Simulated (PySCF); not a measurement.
**MgCd: from the state search to spectroscopic constants**

One table from this session's results is given with a row withheld; the runs are named, their logs left out.

The runs use PySCF 2.14.0; Mg cc-pVDZ, Cd cc-pVDZ-PP with ECP28, scalar-relativistic core potentials.

The first run:

The job is set up so:

```yaml
atoms: Mg, Cd
charge: 0
basis: Mg cc-pVDZ, Cd cc-pVDZ-PP with ECP28
Hamiltonian: scalar-relativistic core potentials
basis_functions: 56
electrons_treated: 32
masses_in_u: 23.9850, 113.9034
levels: PBE0, PBE, r²SCAN, M06-L, M06, B3LYP, HF, MP2, SCS-MP2, CCSD, CCSD(T)
grid: 80 radial by 434 angular points
occupations: held fixed by the projection of orbital angular momentum
dissociation_limit: Mg + Cd, each in its ground configuration
starting_distance_in_angstrom: 2.755
values_of_2S_to_try: 0, 2
```

Run with:

```bash
OMP_NUM_THREADS=1 python dia.py task.json out
```

Steps of the session up to this table: Set-up; PBE0 along the bond; Excited determinants; PBE; r²SCAN (meta-GGA); M06-L (meta-GGA); M06 (hybrid meta-GGA); B3LYP (global hybrid GGA); RHF (mean field); Correlated methods on the Hartree–Fock reference.

One of the session's tables, all rows but one given; the rest of the session is left out.

It belongs to the step «The curves together». Energy (eV) from each level's lowest point:

```
R (Å)    RHF  RHF-MP2  RHF-SCS-MP2  RHF-CCSD  RHF-CCSD(T)
3.050  0.340    0.120        0.167       n/a          n/a
3.192  0.248    0.072        0.111     0.119        0.090
3.334      ?        ?            ?         ?            ?
3.441  0.143    0.027        0.054     0.059        0.040
3.547  0.112    0.017        0.040     0.043        0.028
3.653  0.088    0.010        0.029     0.031        0.019
3.795  0.062    0.005        0.019     0.019        0.011
3.973  0.038    0.001        0.010     0.008        0.005
4.186  0.018    0.000        0.004     0.000        0.000
4.469  0.000    0.001        0.000       n/a          n/a
```

Q: Estimate the row for R (Å) = 3.334 from the others.

Worked estimate for «RHF». A straight line through the neighbours (3.192, 0.248) and (3.441, 0.143) gives 0.248 + (0.143 − 0.248) × (3.334 − 3.192) / (3.441 − 3.192) = 0.188; a parabola fitted to 4 rows on both sides gives 0.180.

The run gave: RHF: 0.181; RHF-MP2: 0.041; RHF-SCS-MP2: 0.074; RHF-CCSD: 0.080; RHF-CCSD(T): 0.057. In «RHF» the line misses by +0.007 and the parabola by -0.001.

Limits of these values: The bond is weak, and basis-set superposition, which was not computed, may be a sizeable part of it.
